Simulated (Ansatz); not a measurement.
# C2H7NO2Si: one species, many methods

An exercise on one series of results from a longer session: the logs are not shown, and one member is left open.

Program: Ansatz 0.2.0, Gaussian basis. Level of theory: functionals in def2-TZVPP, the program's frozen cores in correlated methods. These are calculated values, not measurements.

Levels to be run: PBE-D4, r2SCAN-D4, PBE0-D4, B3LYP-D4, ωB97X-V, ωB97M-V, B2PLYP; CCSD(T)/def2-TZVPP; MP2/def2-QZVPP; extrapolation to the limit.

### The relaxed structure

All runs share one geometry, relaxed beforehand with PBE0-D4 in a triple-zeta def2 set.

SMILES `C[SiH](O)C(N)=O`, 13 atoms, charge 0, spin multiplicity 1.

Atoms are counted from 1 here; the program's logs count them from 0.

Bond lengths: C1–Si2 1.859 Å, C1–H7 1.093 Å, C1–H8 1.092 Å, C1–H9 1.094 Å, Si2–O3 1.637 Å, Si2–C4 1.928 Å, Si2–H10 1.490 Å, O3–H11 0.968 Å, C4–N5 1.349 Å, C4–O6 1.225 Å, N5–H12 1.009 Å, N5–H13 1.004 Å. Angles: Si2–C1–H7 110.3°, Si2–C1–H8 110.9°, Si2–C1–H9 111.1°, H7–C1–H8 108.2°, H7–C1–H9 107.7°, H8–C1–H9 108.5°, C1–Si2–O3 112.8°, C1–Si2–C4 111.8°, C1–Si2–H10 109.6°, O3–Si2–C4 101.2°, O3–Si2–H10 111.4°, C4–Si2–H10 109.9°, Si2–O3–H11 109.5°, Si2–C4–N5 122.4°, Si2–C4–O6 115.7°, N5–C4–O6 122.0°, C4–N5–H12 119.3°, C4–N5–H13 121.6° and more.

Geometry (Å):

```xyz
13
charge 0, multiplicity 1
C    -0.1587   -0.7371    1.7011
Si    0.7401   -0.4955    0.0916
O     0.9140   -1.8874   -0.7516
C    -0.2854    0.5668   -1.1486
N    -0.6140    1.8512   -0.8993
O    -0.6373   -0.0056   -2.1730
H     0.3835   -1.4422    2.3362
H    -1.1621   -1.1336    1.5310
H    -0.2466    0.2054    2.2490
H     2.0558    0.1543    0.3475
H     0.4529   -1.8105   -1.5998
H    -1.1404    2.3689   -1.5866
H    -0.2814    2.3305   -0.0826
```

Set-up of the first run:

File in.yaml:

```yaml
crystal:
  periodic: [false, false, false]
  atoms:
    - {symbol: C, position_ang: [-0.158719, -0.737062, 1.701086]}
    - {symbol: Si, position_ang: [0.740095, -0.495513, 0.091612]}
    - {symbol: O, position_ang: [0.914044, -1.887364, -0.751609]}
    - {symbol: C, position_ang: [-0.285407, 0.566807, -1.148648]}
    - {symbol: N, position_ang: [-0.614028, 1.851154, -0.899306]}
    - {symbol: O, position_ang: [-0.637271, -0.005607, -2.173018]}
    - {symbol: H, position_ang: [0.383523, -1.442193, 2.336184]}
    - {symbol: H, position_ang: [-1.162051, -1.133578, 1.530955]}
    - {symbol: H, position_ang: [-0.246629, 0.205353, 2.249047]}
    - {symbol: H, position_ang: [2.055811, 0.154279, 0.347490]}
    - {symbol: H, position_ang: [0.452871, -1.810452, -1.599775]}
    - {symbol: H, position_ang: [-1.140363, 2.368921, -1.586650]}
    - {symbol: H, position_ang: [-0.281375, 2.330453, -0.082566]}
basis:
  gaussian: {orbitals: def2-TZVPP}
hamiltonian: {xc: pbe, dispersion: d4}
output: {forces: true, orbitals: {seedname: orbitals}}
```

On the command line:

```
ansatz run in.yaml --threads 2 --pin off --events-out ev --progress --plain --max-ram 32768MiB --backend cuda --devices 0, --max-vram 18GiB
```

Among the steps run: PBE-D4 (GGA); r2SCAN-D4 (meta-GGA); PBE0-D4 (hybrid); B3LYP-D4 (hybrid); ωB97X-V (range-separated); ωB97M-V (range-separated); B2PLYP (double hybrid); CCSD(T) in def2-TZVPP; MP2 in def2-QZVPP.

One table of the session follows, with a row left open; its other results are not shown here.

It belongs to the step «Atomisation energies». 

```
            method  atomisation energy (kJ/mol)
            PBE-D4                       5245.4
         r2SCAN-D4                       5127.3
           PBE0-D4                       5114.8
          B3LYP-D4                       5119.2
           ωB97X-V                       5133.2
           ωB97M-V                       5136.5
            B2PLYP                       5063.7
     HF/def2-TZVPP                            ?
    MP2/def2-TZVPP                       5071.5
   CCSD/def2-TZVPP                       4875.0
CCSD(T)/def2-TZVPP                       4962.7
           MP2/CBS                       5223.6
       CCSD(T)/CBS                       5114.8
```

Estimate the missing values for HF/def2-TZVPP.

The run gave: atomisation energy (kJ/mol): 3580.5. In the column «atomisation energy (kJ/mol)» it is the lowest.
